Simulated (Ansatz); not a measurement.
# MoNH (quintet): from Hartree-Fock to the top rungs, def2-QZVPP

The task here is to estimate one member of a computed series from the others.

Method: def2-QZVPP, core rule «outside noble gas», up to 5 orbitals frozen; program: Ansatz 0.2.0, Gaussian basis.

Plan: UHF; ROHF; CCSD(T) on UHF.

2 further runs of the same task are left out: 2 set aside as unsound or not needed. Runs told in other sessions of the task aren't counted.

## The system

The geometry is a PBE0/def2-TZVP stationary point (not a proven minimum) of the parent state, kept for this charge and spin. No spin-orbit coupling is included. Elements past krypton take def2 core potentials.

3 atoms, charge 0, spin multiplicity 5.

Atoms are counted from 1 here; the program's logs count them from 0.

Bond lengths: Mo1–N2 1.671 Å, N2–H3 1.015 Å. Angles: Mo1–N2–H3 180.0°.

The first run:

in.yaml reads:

```yaml
crystal:
  periodic: [false, false, false]
  atoms:
    - {symbol: Mo, position_ang: [0.000000, 0.000000, 1.452433]}
    - {symbol: N, position_ang: [0.000000, 0.000000, -0.218867]}
    - {symbol: H, position_ang: [0.000000, 0.000000, -1.233567]}
basis:
  gaussian: {orbitals: "def2-QZVPP.json"}
magnetization: {spin_polarized: true, initial_magnetization: 4}
hamiltonian: {xc: hf}
output: {orbitals: {seedname: orbitals}}
```

Run with:

```console
$ ansatz run in.yaml --threads 1 --pin off --events-out ev --progress --plain --max-ram 4096MiB --backend cpu
```

Steps of the session up to this table: UHF; ROHF; CCSD(T) on UHF.

One table of the session follows, with a row left open; its other results are not shown here.

It belongs to the step «Misses and costs». 

| method | from UCCSD(T) (kcal/mol) |
| --- | --- |
| ROHF | +256.65 |
| UHF | +244.09 |
| UMP2 | ? |
| UCCSD | +14.02 |
| UCCSD(T) | 0 |

**Question.** Estimate the row for UMP2.

**Answer.** from UCCSD(T) (kcal/mol): +24.84. In the column «from UCCSD(T) (kcal/mol)» it lies between UCCSD (+14.02) and UHF (+244.09).
